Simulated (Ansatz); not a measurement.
# GaHO+ (quartet): the correlation ladder, cc-pVTZ

One table from this session's results is given with a row withheld; the runs are named, their logs left out.

Method: cc-pVTZ, core rule «outside noble gas», up to 15 orbitals frozen; program: Ansatz 0.2.0, Gaussian basis.

To be run: UHF; CCSD(T) on ROHF; CCSD(T) on UHF; BCCD(T) on ROHF; CCSDT(Q) on ROHF; CCSDT(Q) on UHF.

12 further runs of the same task are left out: 8 for a known fault of the program, 4 set aside as unsound or not needed.

## The system

The geometry is a PBE0/def2-TZVP stationary point (not a proven minimum) of the parent state, kept for this charge and spin. No spin-orbit coupling is included. The filled d shell of Ga may be among the frozen orbitals whatever the setting's name suggests; the logs give the count.

3 atoms, charge 1, spin multiplicity 4.

Atoms are counted from 1 here; the program's logs count them from 0.

Bond lengths: O1–Ga2 1.837 Å, Ga2–H3 1.606 Å. Angles: O1–Ga2–H3 111.2°.

Set-up of the first run:

File in.yaml:

```yaml
crystal:
  periodic: [false, false, false]
  atoms:
    - {symbol: O, position_ang: [0.000000, 0.086163, 1.502239]}
    - {symbol: Ga, position_ang: [0.000000, -0.040211, -0.330094]}
    - {symbol: H, position_ang: [0.000000, 1.413842, -1.011723]}
basis:
  gaussian: {orbitals: cc-pVTZ}
total_charge: 1
magnetization: {spin_polarized: true, initial_magnetization: 3}
hamiltonian: {xc: hf}
output: {orbitals: {seedname: orbitals}}
```

On the command line:

```console
ansatz run in.yaml --threads 1 --pin off --events-out ev --progress --plain --max-ram 4096MiB --backend cpu
```

Steps of the session up to this table: UHF; CCSD(T) on ROHF; CCSD(T) on UHF; BCCD(T) on ROHF; CCSDT(Q) on ROHF; CCSDT(Q) on UHF.

One of the session's tables, all rows but one given; the rest of the session is left out.

```
   method  from UCCSDT(Q) (meV)
     ROHF               +6157.7
      UHF               +5883.2
     RMP2                +991.1
     UMP2                +962.3
    RCCSD                +202.4
    UCCSD                +180.3
 RCCSD(T)                 +59.7
 UCCSD(T)                 +42.8
  BCCD(T)                     ?
   RCCSDT                 +20.1
   UCCSDT                  +5.9
RCCSDT(Q)                 +14.6
UCCSDT(Q)                     0
```

Estimate the missing values for BCCD(T).

As computed: from UCCSDT(Q) (meV): +50.3. In the column «from UCCSDT(Q) (meV)» it lies between UCCSD(T) (+42.8) and RCCSD(T) (+59.7).

Limits of these values: Restricted and unrestricted rows rest on different reference determinants; where their highest levels disagree by more than a few hundredths of an eV, they describe different states and don't form one ladder.
